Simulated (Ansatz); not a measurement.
# CH5BS2: the cost of one run

All numbers below are computed with Ansatz 0.2.0 (RKS PBE-D4/def2-SVP).

### Step 1. The structure to begin with

Bond lengths: C1–S2 1.763 Å, S2–B3 1.891 Å, B3–S4 1.851 Å, C1–H5 1.141 Å, C1–H6 1.169 Å, C1–H7 1.082 Å, B3–H8 1.160 Å, S4–H9 1.377 Å. Angles: C1–S2–B3 93.2°, S2–C1–H5 111.6°, S2–C1–H6 111.2°, S2–C1–H7 113.7°, H5–C1–H6 103.7°, H5–C1–H7 107.3°, H6–C1–H7 108.8°, S2–B3–S4 118.6°, S2–B3–H8 118.1°, S4–B3–H8 122.8°, B3–S4–H9 97.8°.

As a file:

```xyz
9

C    -0.1634    0.5570   -1.4467
S     1.2256    0.2385   -0.4082
B     0.2136   -0.8002    0.8049
S    -0.4781    0.0210    2.3126
H     0.1142    1.2300   -2.3258
H    -0.9840    1.1658   -0.8795
H    -0.6133   -0.3380   -1.8570
H     0.1712   -1.9475    0.6400
H     0.6028   -0.1730    3.1426
```

### Step 2. End point A

Contents of input.yaml:

```yaml
crystal:
  periodic: [false, false, false]
  atoms:
    - { symbol: C, position_ang: [-0.1634, 0.557, -1.4467] }
    - { symbol: S, position_ang: [1.2256, 0.2385, -0.4082] }
    - { symbol: B, position_ang: [0.2136, -0.8002, 0.8049] }
    - { symbol: S, position_ang: [-0.4781, 0.021, 2.3126] }
    - { symbol: H, position_ang: [0.1142, 1.23, -2.3258] }
    - { symbol: H, position_ang: [-0.984, 1.1658, -0.8795] }
    - { symbol: H, position_ang: [-0.6133, -0.338, -1.857] }
    - { symbol: H, position_ang: [0.1712, -1.9475, 0.64] }
    - { symbol: H, position_ang: [0.6028, -0.173, 3.1426] }
basis:
  gaussian: { orbitals: def2-SVP }
hamiltonian:
  xc: pbe
  dispersion: d4
relax:
  f_tol: 0.015
  max_steps: 40
```

Launch:

```sh
$ ansatz run input.yaml --threads 1 --pin off --max-ram 2048MiB --backend cpu --events-out ev --progress --plain --runs-dir out
```

What time and memory should one allow on 1 thread of an Arm CPU, shared host?

About 72 s, with a peak of 0.12 GiB.
